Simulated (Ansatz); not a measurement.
Write the native input for Ansatz 0.2.0 that does the following.

* Task: single point
* Functional: PBEsol
* Dispersion: D3(BJ)
* Potentials or basis: PseudoDojo stringent (PBEsol files)
* Cutoff: 1143 eV
* Density cutoff: 4572 eV
* k mesh: 5 × 5 × 5
* Occupations: fermi-dirac, width 0.1 eV
* Spin: no spin polarisation

Rb5Zn:

```xyz
6
Lattice="6.8566 0.0000 0.0000 -3.4283 5.9380 0.0000 0.0000 0.0000 5.7844" Properties=species:S:1:pos:R:3 pbc="T T T"
Rb    0.0000    3.9587    0.0000
Rb    3.4283    1.9793    0.0000
Rb    3.4283    0.0000    2.8922
Rb    1.7142    2.9690    2.8922
Rb   -1.7142    2.9690    2.8922
Zn    0.0000    0.0000    0.0000
```

The cell was built by a generator and needn't be a form met in nature.

The cell isn't the ideal one: as made, not relaxed: species swapped into the HoFe5 type (P6/mmm, No. 191).

One way to write it, as run:

input.yaml

```yaml
crystal:
  lattice:
    - [6.85661934, 0.0, 0.0]
    - [-3.42830967, 5.93800654, 0.0]
    - [0.0, 0.0, 5.78439066]
  atoms:
    - { symbol: Rb, position: [0.33333333, 0.66666667, 0.0] }
    - { symbol: Rb, position: [0.66666667, 0.33333333, 0.0] }
    - { symbol: Rb, position: [0.5, 0.0, 0.5] }
    - { symbol: Rb, position: [0.5, 0.5, 0.5] }
    - { symbol: Rb, position: [0.0, 0.5, 0.5] }
    - { symbol: Zn, position: [0.0, 0.0, 0.0] }
hamiltonian:
  xc: pbesol
  pseudopotentials: { kind: nc, accuracy: stringent, xc_functional: pbesol }
  dispersion: d3bj
kpoints:
  mp_grid: { grid: [5, 5, 5] }
scf:
  occupations: { method: fermi_dirac, width: 0.1 }
output:
  forces: true
  stress: true
  eigenvalues: true
```

Potentials or basis: PseudoDojo stringent (PBEsol files).

The run is started by

```bash
$ ansatz run input.yaml --threads 2 --pin off --max-ram 5120MiB --backend cpu --events-out ev --progress --plain --runs-dir out
```

Results of the run:

The pressure is 4.3 GPa and the band gap on the k mesh is none (metal or under the smearing width).

Caveat: pairwise dispersion overbinds metals, which lowers pressure and volume.

It took 30 s on 2 threads of Arm Neoverse V1, with other jobs on the host, peak memory 1.1 GiB.
